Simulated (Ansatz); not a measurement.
Predict the output of the script below (the Ansatz DFT code, driven from Python).

`scal_drho.py`
```python
"""Density difference of ScAl against its sublattices."""

import warnings

import ansatz
import numpy as np

VECTORS = np.array([
    [3.370349, 0.0, 0.0],
    [0.0, 3.370349, 0.0],
    [0.0, 0.0, 3.370349],
])
SITES = [
    ("Sc", (0.5, 0.5, 0.5)),
    ("Al", (0.0, 0.0, 0.0)),
]


def on_lattice(cell):
    crystal = ansatz.Crystal(lattice=ansatz.Lattice.of(cell))
    for symbol, position in SITES:
        crystal = crystal.atom(symbol, position)
    return crystal


def main() -> None:
    warnings.simplefilter("ignore", ansatz.DeckWarning)

    # same cell, cutoff and mesh for the crystal and its parts
    def solve(crystal):
        return (
            crystal.calculation()
            .functional("pbesol")
            .occupations(ansatz.OccupationsMethod.FERMI_DIRAC, width=0.1)
            .basis(460, grid_basis="typed")
            .kpoints(9, 9, 9)
            .density()
            .run(threads=1)
        )


    whole = solve(on_lattice(VECTORS))
    difference = whole.density().channels[0].density_e_per_ang3.copy()
    binding = whole.report["free_energy_ev"]
    for element in ["Sc", "Al"]:
        part = ansatz.Crystal(lattice=ansatz.Lattice.of(VECTORS))
        for symbol, position in SITES:
            if symbol == element:
                part = part.atom(symbol, position)
        alone = solve(part)
        difference -= alone.density().channels[0].density_e_per_ang3
        binding -= alone.report["free_energy_ev"]
        print(f"{element} sublattice: {alone.report['n_electrons']:g} electrons, {alone.report['n_iterations']} iterations")

    voxel = abs(np.linalg.det(VECTORS)) / difference.size
    print(f"energy of the crystal less its unpolarised sublattices: {binding / len(SITES):.4f} eV/atom")
    print(f"net charge of the difference {difference.sum() * voxel:.5f} e, charge rearranged {0.5 * np.abs(difference).sum() * voxel:.3f} e")
    print(f"extremes {difference.min():.4f} and {difference.max():.4f} e/A^3")
    for (symbol, position) in SITES:
        index = tuple(int(round(p * n)) % n for p, n in zip(position, difference.shape))
        print(f"  change of the pseudo-density at the grid point nearest {symbol}: {difference[index]:+.4f} e/A^3")


if __name__ == "__main__":
    main()
```

Running `python scal_drho.py` prints:
```text
Sc sublattice: 11 electrons, 6 iterations
Al sublattice: 3 electrons, 6 iterations
energy of the crystal less its unpolarised sublattices: -1.7433 eV/atom
net charge of the difference -0.00000 e, charge rearranged 0.157 e
extremes -0.0535 and 0.0115 e/A^3
  change of the pseudo-density at the grid point nearest Sc: -0.0244 e/A^3
  change of the pseudo-density at the grid point nearest Al: -0.0476 e/A^3
```

Spin is left out of this run. For a metal this k-point mesh is coarse: on a finer one energies can move by several to tens of meV an atom and pressures by half a GPa or more, differences at one mesh by less. Densities and potentials on the grid are those of the valence electrons, and inside the cores they hang on the potentials used. This cell is a computed structure, which may not be the phase found in nature. Charge moved counts every rearrangement, bonding and polarisation too, and is no transfer between atoms; the bare sublattices are artificial references. Values near the nuclei depend on the potentials. Timing: 2.1 s on 1 thread of Arm Neoverse V2 (shared host), peak memory 0.35 GiB.
